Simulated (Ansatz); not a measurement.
# C2H6B (SMILES [CH2]BC): U-wB97X/6-311+G(d,p)

Aim: the electronic atomisation energy of C2H6B at U-wB97X/6-311+G**, from 4 runs. 

Program for the calculation: Ansatz 0.2.0.

45 further runs of the same task are left out: 45 set aside as unsound or not needed.

### 1 The system as given

C2H6B: 9 atoms, total charge 0, spin state doublet. As SMILES, `[CH2]BC`. The coordinates come from a PBE0-D4/def2-TZVP relaxation. This is one conformer, not always the lowest.

Bond lengths: C1–B2 1.531 Å, B2–C3 1.561 Å, C1–H4 1.088 Å, C1–H5 1.087 Å, B2–H6 1.202 Å, C3–H7 1.092 Å, C3–H8 1.097 Å, C3–H9 1.097 Å. Some angles: C1–B2–C3 122.9°, C1–B2–H6 118.3°, C3–B2–H6 118.8°, B2–C1–H4 122.7°, B2–C1–H5 123.3°, B2–C3–H7 115.2°, B2–C3–H8 109.8°, B2–C3–H9 110.0°, H4–C1–H5 113.9°, H7–C3–H8 108.4°.

### 2 A single-point energy at U-wB97X/6-311+G(d,p)

Input file in.yaml:

```yaml
crystal:
  periodic: [false, false, false]
  atoms:
    - {symbol: C, position_ang: [-0.840100, 0.743300, -1.023500]}
    - {symbol: B, position_ang: [0.191800, 0.540800, 0.089100]}
    - {symbol: C, position_ang: [0.525000, -0.860100, 0.691800]}
    - {symbol: H, position_ang: [-1.406600, -0.078400, -1.457800]}
    - {symbol: H, position_ang: [-1.074500, 1.714900, -1.450600]}
    - {symbol: H, position_ang: [0.769100, 1.506600, 0.513000]}
    - {symbol: H, position_ang: [-0.036500, -1.695300, 0.267500]}
    - {symbol: H, position_ang: [1.596100, -1.069200, 0.576400]}
    - {symbol: H, position_ang: [0.364200, -0.849200, 1.777100]}
basis:
  gaussian:
    orbitals: 6-311+G_st__st_.json
magnetization:
  spin_polarized: true
  initial_magnetization: 1
hamiltonian:
  xc: {name: wB97X}
accuracy: high
output: {orbitals: {seedname: orbitals}}
```

The basis set 6-311+G** is read from a file made from the Basis Set Exchange's data (not shown).

Run with:

```
$ ansatz run in.yaml --threads 1 --pin off --max-ram 3480MiB --events-out events.jsonl --progress --plain --runs-dir runs
```

Log:

```text
Warning: RAYON_NUM_THREADS=1 ignored (pool sized by the plan → 1); use --threads N
Functional definition: wB97X
  name "wB97X"
  parameter omega = 0.3/bohr
  parameter cx = 0.157706
  parameter cx1 = 0.726479
  parameter cx2 = 1.04760
  parameter cx3 = -5.70635
  parameter cx4 = 13.2794
  parameter css1 = -4.33879
  parameter css2 = 18.2308
  parameter css3 = -31.7430
  parameter css4 = 17.2901
  parameter cos1 = 2.37031
  parameter cos2 = -11.3995
  parameter cos3 = 6.58405
  parameter cos4 = -3.78132
  exchange = spin_sum(e_x_unif_sr(omega)*poly(b97_u_x, 1 - cx, cx1, cx2, cx3, cx4)) + cx*exact_x_sr(omega)
      + exact_x_lr(omega)
  correlation = spin_sum(e_c_pw_same_spin*poly(b97_u_same, 1, css1, css2, css3, css4))
      + integral(e_c_pw_opposite_spin*poly(b97_u_opposite, 1, cos1, cos2, cos3, cos4))
2069 factors; integrals over basis functions are off by at most 3.6e-9 eV
420 factors; integrals over basis functions are off by at most 2.3e-9 eV
mean field evaluation 1: about -2842.7242 eV, gradient 2.8e1 eV
mean field evaluation 2: about -2845.0096 eV, gradient 1.8e1 eV
mean field evaluation 4: about -2846.5193 eV, gradient 5.5e-1 eV
mean field evaluation 8: about -2846.5824 eV, gradient 2.0e-2 eV
mean field evaluation 16: about -2846.5824 eV, gradient 4.0e-5 eV
mean field -2846.58239148 eV, -104.6099734041 hartree, gradient 8.0e-8 eV, S^2 0.752734; 0 other end points of the search recorded, 0 dependent functions left out
reference -2846.58238697 eV, -104.6099732384 hartree; 12, 11 occupied and 90, 91 virtual orbitals, 2069 factors
Total energy: -2846.58238697 eV, -104.6099732384 hartree
```

It took 38 s on 1 thread of Arm Neoverse V2, shared host; peak memory 0.79 GiB.

### 3 The B atom

Input file molecule.yaml:

```yaml
crystal:
  periodic: [false, false, false]
  atoms:
    - {symbol: B, position_ang: [0.000000, 0.000000, 0.000000]}
basis:
  gaussian: {orbitals: 6-311+G_st__st_.json}
total_charge: 0
magnetization: {spin_polarized: true, initial_magnetization: 1}
hamiltonian: {xc: {name: wB97X}}
accuracy: high
```

The basis set 6-311+G** is read from a file made from the Basis Set Exchange's data (not shown).

Run the same way, it converges to -24.65054 Eh (log not shown).

### 4 The C atom, same level

Input file molecule.yaml:

```yaml
crystal:
  periodic: [false, false, false]
  atoms:
    - {symbol: C, position_ang: [0.000000, 0.000000, 0.000000]}
basis:
  gaussian: {orbitals: 6-311+G_st__st_.json}
magnetization: {spin_polarized: true, initial_magnetization: 2}
hamiltonian: {xc: {name: wB97X}}
accuracy: high
```

The basis set 6-311+G** is read from a file made from the Basis Set Exchange's data (not shown).

Run with:

```
$ ansatz run molecule.yaml --threads 1 --pin off --max-ram 3480MiB --events-out events.jsonl --progress --plain --runs-dir runs
```

Log:

```text
Warning: RAYON_NUM_THREADS=1 ignored (pool sized by the plan → 1); use --threads N
Functional definition: wB97X
  name "wB97X"
  parameter omega = 0.3/bohr
  parameter cx = 0.157706
  parameter cx1 = 0.726479
  parameter cx2 = 1.04760
  parameter cx3 = -5.70635
  parameter cx4 = 13.2794
  parameter css1 = -4.33879
  parameter css2 = 18.2308
  parameter css3 = -31.7430
  parameter css4 = 17.2901
  parameter cos1 = 2.37031
  parameter cos2 = -11.3995
  parameter cos3 = 6.58405
  parameter cos4 = -3.78132
  exchange = spin_sum(e_x_unif_sr(omega)*poly(b97_u_x, 1 - cx, cx1, cx2, cx3, cx4)) + cx*exact_x_sr(omega)
      + exact_x_lr(omega)
  correlation = spin_sum(e_c_pw_same_spin*poly(b97_u_same, 1, css1, css2, css3, css4))
      + integral(e_c_pw_opposite_spin*poly(b97_u_opposite, 1, cos1, cos2, cos3, cos4))
169 factors; integrals over basis functions are off by at most 2.6e-9 eV
70 factors; integrals over basis functions are off by at most 1.8e-9 eV
mean field evaluation 1: about -1029.6870 eV, gradient 4.0e0 eV
mean field evaluation 2: about -1029.7790 eV, gradient 9.0e-1 eV
mean field evaluation 4: about -1029.7878 eV, gradient 2.1e-1 eV
mean field evaluation 8: about -1029.7883 eV, gradient 7.3e-4 eV
mean field evaluation 16: about -1029.7883 eV, gradient 6.6e-8 eV
mean field -1029.78826076 eV, -37.8440205675 hartree, gradient 6.6e-8 eV, S^2 2.005306; 0 other end points of the search recorded, 0 dependent functions left out
reference -1029.78826065 eV, -37.8440205632 hartree; 4, 2 occupied and 18, 20 virtual orbitals, 169 factors
Total energy: -1029.78826065 eV, -37.8440205632 hartree
```

Run time: 1.4 s. Hardware: 1 thread of Arm Neoverse V2, shared host; peak memory 0.13 GiB.

### 5 The H atom

Input file job.yaml:

```yaml
crystal:
  periodic: [false, false, false]
  atoms:
    - {symbol: H, position_ang: [0.000000, 0.000000, 0.000000]}
basis:
  gaussian:
    orbitals: 6-311+G_st__st_.json
magnetization:
  spin_polarized: true
  initial_magnetization: 1
hamiltonian:
  xc: {name: wB97X}
accuracy: high
```

The basis set 6-311+G** is read from a file made from the Basis Set Exchange's data (not shown).

Run with:

```
$ ansatz run job.yaml --threads 1 --pin off --max-ram 3480MiB --events-out events.jsonl --progress --plain --runs-dir runs
```

Log:

```text
Warning: RAYON_NUM_THREADS=1 ignored (pool sized by the plan → 1); use --threads N
Functional definition: wB97X
  name "wB97X"
  parameter omega = 0.3/bohr
  parameter cx = 0.157706
  parameter cx1 = 0.726479
  parameter cx2 = 1.04760
  parameter cx3 = -5.70635
  parameter cx4 = 13.2794
  parameter css1 = -4.33879
  parameter css2 = 18.2308
  parameter css3 = -31.7430
  parameter css4 = 17.2901
  parameter cos1 = 2.37031
  parameter cos2 = -11.3995
  parameter cos3 = 6.58405
  parameter cos4 = -3.78132
  exchange = spin_sum(e_x_unif_sr(omega)*poly(b97_u_x, 1 - cx, cx1, cx2, cx3, cx4)) + cx*exact_x_sr(omega)
      + exact_x_lr(omega)
  correlation = spin_sum(e_c_pw_same_spin*poly(b97_u_same, 1, css1, css2, css3, css4))
      + integral(e_c_pw_opposite_spin*poly(b97_u_opposite, 1, cos1, cos2, cos3, cos4))
21 factors; integrals over basis functions are off by at most 2.5e-9 eV
19 factors; integrals over basis functions are off by at most 3.2e-10 eV
mean field evaluation 1: about -13.6215 eV, gradient 1.1e0 eV
mean field evaluation 2: about -13.6399 eV, gradient 3.1e-1 eV
mean field evaluation 4: about -13.6436 eV, gradient 2.7e-2 eV
mean field evaluation 8: about -13.6436 eV, gradient 2.7e-7 eV
mean field -13.64363983 eV, -0.5013945158 hartree, gradient 4.1e-9 eV, S^2 0.750000; 0 other end points of the search recorded, 0 dependent functions left out
reference -13.64364008 eV, -0.5013945250 hartree; 1, 0 occupied and 5, 6 virtual orbitals, 21 factors
Total energy: -13.64364008 eV, -0.5013945250 hartree
```

It took 0.44 s on 1 thread of Arm Neoverse V2, shared host.

### 6 Results

At U-wB97X/6-311+G**:

```
                                    quantity          value
                      molecule: total energy  -104.60997 Eh
molecule: HOMO energy (highest over α and β)       -9.90 eV
 molecule: LUMO energy (lowest over α and β)       -1.28 eV
                              molecule: ⟨S²⟩          0.753
                        B atom: total energy   -24.65054 Eh
                                B atom: ⟨S²⟩          0.754
                        C atom: total energy   -37.84402 Eh
                                C atom: ⟨S²⟩          2.005
                        H atom: total energy    -0.50139 Eh
                                H atom: ⟨S²⟩          0.750
               electronic atomisation energy      34.369 eV
```

What this shows: Taking the molecule apart into free atoms costs 34.37 eV (793 kcal/mol), before zero-point energy and without spin-orbit coupling.
